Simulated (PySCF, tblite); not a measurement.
**C₇H₉FO: a rotation path, then NMR shifts on frames, part 1 of 2**

Aim: move C₇H₉FO (`C=CC1(C(=O)F)CCC1`) away from its starting geometry and see how NMR shifts follow the geometry.

The runs use tblite 0.8.0 and PySCF 2.14.0, with density-fitted response routines of our own; the level of theory stands in each step. All values are computed, except where a source is named. Atoms are numbered from 0 throughout.

**1. Starting geometry**

18 atoms, charge 0, multiplicity 1; geometry from: GFN2-xTB.

Bonds of the start (Å): C0–C1 1.32, C1–C2 1.51, C2–C3 1.50, C3–O4 1.18, C3–F5 1.37, C2–C6 1.54, C6–C7 1.54, C7–C8 1.54, C8–C2 1.55, C0–H9 1.08, C0–H10 1.08, C1–H11 1.08, C6–H12 1.09, C6–H13 1.09, C7–H14 1.09, C7–H15 1.09, C8–H16 1.09, C8–H17 1.09.

**2. The rotation path with GFN2-xTB**

The job: settings as JSON, then the geometry in Å.

```
{"job": {"kind": "neb", "xc": "GFN2-xTB", "basis": "xTB", "atoms": [5, 3, 2, 8], "turn": 120}, "charge": 0, "multiplicity": 1}
C      2.417001    -0.053373    -0.429978
C      1.230259     0.241337    -0.927215
C     -0.032726     0.301895    -0.110452
C     -0.103585     1.698841     0.420767
O     -0.770746     2.609274     0.076047
F      0.791072     1.880391     1.439056
C     -1.336536    -0.143266    -0.798021
C     -1.644052    -1.052965     0.401687
C     -0.247138    -0.776769     0.976766
H      2.559529    -0.272521     0.615063
H      3.296138    -0.083345    -1.049930
H      1.102075     0.481715    -1.974064
H     -2.047025     0.659443    -0.983307
H     -1.157421    -0.687122    -1.722629
H     -2.447613    -0.674120     1.028735
H     -1.845832    -2.092661     0.156713
H     -0.213464    -0.418689     2.003376
H      0.441305    -1.611749     0.865729
```

Method: GFN2-xTB climbing-image nudged elastic band, gas phase.

Run with:

```bash
> OMP_NUM_THREADS=1 python probes_run.py task.json out
```

This one command runs all jobs of the session in turn.

The log of the run:

```text
image   E - E0 / eV
  0      -0.0000
  1       0.0099
  2       0.0328
  3       0.0593
  4       0.0745
  5       0.0665
  6       0.0421
  7       0.0163
  8      -0.0005
```

Run time: 9.8 s. Hardware: 1 thread of Intel Xeon at 2.50GHz, shared host; peak memory 0.18 GiB.

The final band, with the dihedral F5–C3–C2–C8:

```tsv
image	dihedral (°)	energy (eV)	energy (kcal/mol)
0	56	0.000	0.0
1	71	0.010	0.2
2	89	0.033	0.8
3	107	0.059	1.4
4	127	0.075	1.7
5	146	0.066	1.5
6	164	0.042	1.0
7	182	0.016	0.4
8	201	-0.001	0.0
```

**3. Shielding tensors: image 0, PBE0/pcSseg-1**

The job: settings as JSON, then the geometry in Å.

```
{"job": {"kind": "nmr", "xc": "PBE0", "basis": "pcSseg-1", "pop": false}, "charge": 0, "multiplicity": 1}
C      2.417000    -0.053400    -0.430000
C      1.230300     0.241300    -0.927200
C     -0.032700     0.301900    -0.110500
C     -0.103600     1.698800     0.420800
O     -0.770700     2.609300     0.076000
F      0.791100     1.880400     1.439100
C     -1.336500    -0.143300    -0.798000
C     -1.644100    -1.053000     0.401700
C     -0.247100    -0.776800     0.976800
H      2.559500    -0.272500     0.615100
H      3.296100    -0.083300    -1.049900
H      1.102100     0.481700    -1.974100
H     -2.047000     0.659400    -0.983300
H     -1.157400    -0.687100    -1.722600
H     -2.447600    -0.674100     1.028700
H     -1.845800    -2.092700     0.156700
H     -0.213500    -0.418700     2.003400
H      0.441300    -1.611700     0.865700
```

With the program's defaults for keys left out, this is: GIAO PBE0/pcSseg-1 NMR shielding, non-relativistic, gas phase.

The log of the run:

```text
coarse grid: 15360 points
cycle   1  E = -446.4057877375  dE =  1.438e+00  |g| = 9.191e-01  |ddm| = 3.882e+00
cycle   2  E = -446.0171032396  dE =  3.887e-01  |g| = 1.740e+00  |ddm| = 1.619e+00
cycle   3  E = -446.5569477563  dE = -5.398e-01  |g| = 2.501e-01  |ddm| = 1.177e+00
cycle   4  E = -446.5682483515  dE = -1.130e-02  |g| = 7.958e-02  |ddm| = 2.271e-01
cycle   5  E = -446.5691403681  dE = -8.920e-04  |g| = 2.321e-02  |ddm| = 5.462e-02
cycle   6  E = -446.5692492016  dE = -1.088e-04  |g| = 6.155e-03  |ddm| = 2.328e-02
cycle   7  E = -446.5692556885  dE = -6.487e-06  |g| = 2.244e-03  |ddm| = 6.295e-03
final grid: 149616 points
cycle   8  E = -446.6418453323  dE = -2.940e-05  |g| = 1.451e-02  |ddm| = 3.804e-02
cycle   9  E = -446.6417526543  dE =  9.268e-05  |g| = 2.621e-02  |ddm| = 3.065e-02
cycle  10  E = -446.6418884849  dE = -1.358e-04  |g| = 3.060e-03  |ddm| = 1.943e-02
cycle  11  E = -446.6418903885  dE = -1.904e-06  |g| = 3.981e-04  |ddm| = 2.245e-03
cycle  12  E = -446.6418904078  dE = -1.938e-08  |g| = 1.991e-04  |ddm| = 4.147e-04
cycle  13  E = -446.6418904147  dE = -6.819e-09  |g| = 5.068e-05  |ddm| = 1.610e-04
cycle  14  E = -446.6418904152  dE = -5.474e-10  |g| = 1.674e-05  |ddm| = 5.916e-05
converged SCF energy = -446.6418904152

GIAO shielding tensors (ppm)
atom      isotropic    diamagn.    paramagn.     s11        s22        s33       span
  0 C       58.485     254.398    -195.912    -59.952     64.959    170.449    230.401
  1 C       37.051     252.328    -215.276    -80.147     51.794    139.507    219.654
  2 C      137.766     253.375    -115.610    132.080    136.825    144.393     12.313
  3 C       12.460     251.434    -238.974   -108.630     40.200    105.811    214.441
  4 O     -115.489     401.071    -516.560   -386.903   -227.773    268.210    655.112
  5 F      146.413     478.273    -331.861    -72.228    228.745    282.722    354.950
  6 C      155.426     248.835     -93.409    138.724    147.373    180.182     41.457
  7 C      170.912     251.091     -80.179    161.734    167.739    183.262     21.528
  8 C      151.491     247.290     -95.799    130.784    142.309    181.379     50.596
  9 H       25.912      32.075      -6.163     21.486     25.479     30.770      9.285
 10 H       25.929      28.435      -2.506     23.140     25.348     29.297      6.157
 11 H       25.418      31.390      -5.972     23.302     24.381     28.570      5.269
 12 H       28.765      31.400      -2.635     25.807     26.763     33.726      7.919
 13 H       29.478      31.624      -2.146     26.386     27.878     34.171      7.786
 14 H       29.641      30.198      -0.557     26.714     26.961     35.249      8.535
 15 H       29.786      29.744       0.042     26.369     26.450     36.538     10.169
 16 H       28.793      31.071      -2.278     25.616     27.655     33.109      7.493
 17 H       29.250      31.861      -2.611     25.902     28.832     33.016      7.114
```

Wall time 88 s (1 thread of Intel Xeon at 2.50GHz, shared host); peak memory 0.88 GiB.

Shifts follow as δ = σ(reference) − σ, with reference shieldings (ppm) from runs at the same level and on the same kind of geometry: 1H TMS 31.72, 13C TMS 186.9, 19F CFCl3 170.9, 17O H2O 336.1. The references are single molecules in the gas phase, so shifts against H2O, NH3, PH3, H3PO4 or CFCl3 are not on the usual liquid scales and can be off by tens of ppm. Each atom is listed at this fixed geometry, with no averaging over motion; a spectrum would average atoms that exchange fast.

```tsv
atoms	environment	σ (ppm)	δ (ppm)
C3	carbonyl carbon bonded to F	12.5	174.5
C1	alkene CH	37.1	149.9
C0	terminal =CH2 carbon	58.5	128.4
C2	quaternary sp3 carbon α to a carbonyl	137.8	49.2
C8	sp3 CH2 in a ring	151.5	35.4
C6	sp3 CH2 in a ring	155.4	31.5
C7	sp3 CH2 in a ring	170.9	16.0
H11	hydrogen on an alkene CH	25.42	6.30
H9	hydrogen on a terminal =CH2 carbon	25.91	5.81
H10	hydrogen on a terminal =CH2 carbon	25.93	5.79
H12	hydrogen on an sp3 CH2 in a ring	28.77	2.95
H16	hydrogen on an sp3 CH2 in a ring	28.79	2.92
H17	hydrogen on an sp3 CH2 in a ring	29.25	2.47
H13	hydrogen on an sp3 CH2 in a ring	29.48	2.24
H14	hydrogen on an sp3 CH2 in a ring	29.64	2.08
H15	hydrogen on an sp3 CH2 in a ring	29.79	1.93
O4	carbonyl oxygen	-115.5	451.6
F5	fluorine bonded to C	146.4	24.5
```

Ring of atoms C2, C6, C7, C8: NICS(0) -0.8, NICS(1) -0.2, NICS(1)zz 4.9 ppm (means of both faces). The ring holds saturated atoms, so no π current runs round it: these values come from its σ bonds, any local π bonds and neighbouring rings, and say nothing of aromaticity.

**4. Shielding tensors: image 2, PBE0/pcSseg-1**

The job: settings as JSON, then the geometry in Å.

```
{"job": {"kind": "nmr", "xc": "PBE0", "basis": "pcSseg-1", "pop": false}, "charge": 0, "multiplicity": 1}
C      2.429600    -0.104400    -0.393100
C      1.259300     0.215900    -0.912600
C     -0.013400     0.320800    -0.123700
C     -0.141400     1.696200     0.458700
O     -1.093500     2.388600     0.548600
F      1.045800     2.146200     0.962600
C     -1.316000    -0.127700    -0.818400
C     -1.651300    -1.032600     0.375900
C     -0.264200    -0.758400     0.971100
H      2.548900    -0.328300     0.654400
H      3.321100    -0.139100    -0.994500
H      1.159500     0.455600    -1.963200
H     -2.025200     0.674100    -1.009900
H     -1.123500    -0.672800    -1.739000
H     -2.469500    -0.649900     0.981600
H     -1.851100    -2.072700     0.126000
H     -0.240900    -0.406300     1.999600
H      0.417300    -1.599000     0.864400
```

With the program's defaults for keys left out, this is: GIAO PBE0/pcSseg-1 NMR shielding, non-relativistic, gas phase.

The log of the run:

```text
coarse grid: 15360 points
cycle   1  E = -446.4027186779  dE =  1.434e+00  |g| = 9.232e-01  |ddm| = 3.882e+00
cycle   2  E = -446.0098423012  dE =  3.929e-01  |g| = 1.748e+00  |ddm| = 1.656e+00
cycle   3  E = -446.5553560724  dE = -5.455e-01  |g| = 2.521e-01  |ddm| = 1.209e+00
cycle   4  E = -446.5668247811  dE = -1.147e-02  |g| = 8.045e-02  |ddm| = 2.329e-01
cycle   5  E = -446.5677373274  dE = -9.125e-04  |g| = 2.321e-02  |ddm| = 5.534e-02
cycle   6  E = -446.5678466753  dE = -1.093e-04  |g| = 5.896e-03  |ddm| = 2.313e-02
cycle   7  E = -446.5678526032  dE = -5.928e-06  |g| = 2.088e-03  |ddm| = 6.092e-03
final grid: 149616 points
cycle   8  E = -446.6402341229  dE = -2.936e-05  |g| = 1.436e-02  |ddm| = 3.767e-02
cycle   9  E = -446.6401470252  dE =  8.710e-05  |g| = 2.559e-02  |ddm| = 3.063e-02
cycle  10  E = -446.6402762338  dE = -1.292e-04  |g| = 3.150e-03  |ddm| = 1.948e-02
cycle  11  E = -446.6402782423  dE = -2.009e-06  |g| = 3.948e-04  |ddm| = 2.303e-03
cycle  12  E = -446.6402782627  dE = -2.046e-08  |g| = 1.906e-04  |ddm| = 4.252e-04
cycle  13  E = -446.6402782689  dE = -6.137e-09  |g| = 4.745e-05  |ddm| = 1.534e-04
cycle  14  E = -446.6402782693  dE = -4.496e-10  |g| = 1.627e-05  |ddm| = 5.450e-05
converged SCF energy = -446.6402782693

GIAO shielding tensors (ppm)
atom      isotropic    diamagn.    paramagn.     s11        s22        s33       span
  0 C       58.025     254.281    -196.257    -61.176     65.152    170.097    231.273
  1 C       36.939     252.608    -215.670    -82.819     50.201    143.435    226.254
  2 C      139.159     254.130    -114.971    130.318    139.753    147.406     17.087
  3 C       11.826     250.616    -238.790   -109.851     42.896    102.434    212.285
  4 O     -108.999     401.492    -510.492   -379.860   -220.890    273.752    653.612
  5 F      133.877     477.846    -343.969    -97.069    229.956    268.744    365.814
  6 C      157.174     249.129     -91.955    144.364    148.896    178.262     33.898
  7 C      171.324     250.992     -79.668    161.267    168.345    184.361     23.093
  8 C      150.648     247.353     -96.705    127.235    143.979    180.730     53.495
  9 H       25.946      32.181      -6.236     21.283     25.693     30.861      9.578
 10 H       25.884      28.545      -2.661     22.951     25.478     29.224      6.273
 11 H       25.417      31.312      -5.895     23.272     24.446     28.533      5.261
 12 H       28.712      31.427      -2.715     25.888     26.679     33.569      7.682
 13 H       29.576      31.649      -2.074     26.373     27.780     34.574      8.201
 14 H       29.489      30.286      -0.797     26.520     26.973     34.973      8.454
 15 H       29.726      29.799      -0.073     26.167     26.551     36.460     10.293
 16 H       29.030      31.036      -2.007     25.932     27.480     33.677      7.745
 17 H       29.154      31.891      -2.737     25.631     28.792     33.040      7.409
```

Wall time 84 s (1 thread of Intel Xeon at 2.50GHz, shared host); peak memory 0.88 GiB.

This run: δ C3 175.1, C1 150.0, C0 128.9, C2 47.8, H11 6.30, H10 5.83 ppm.

(Continued in part 2 of 2.)
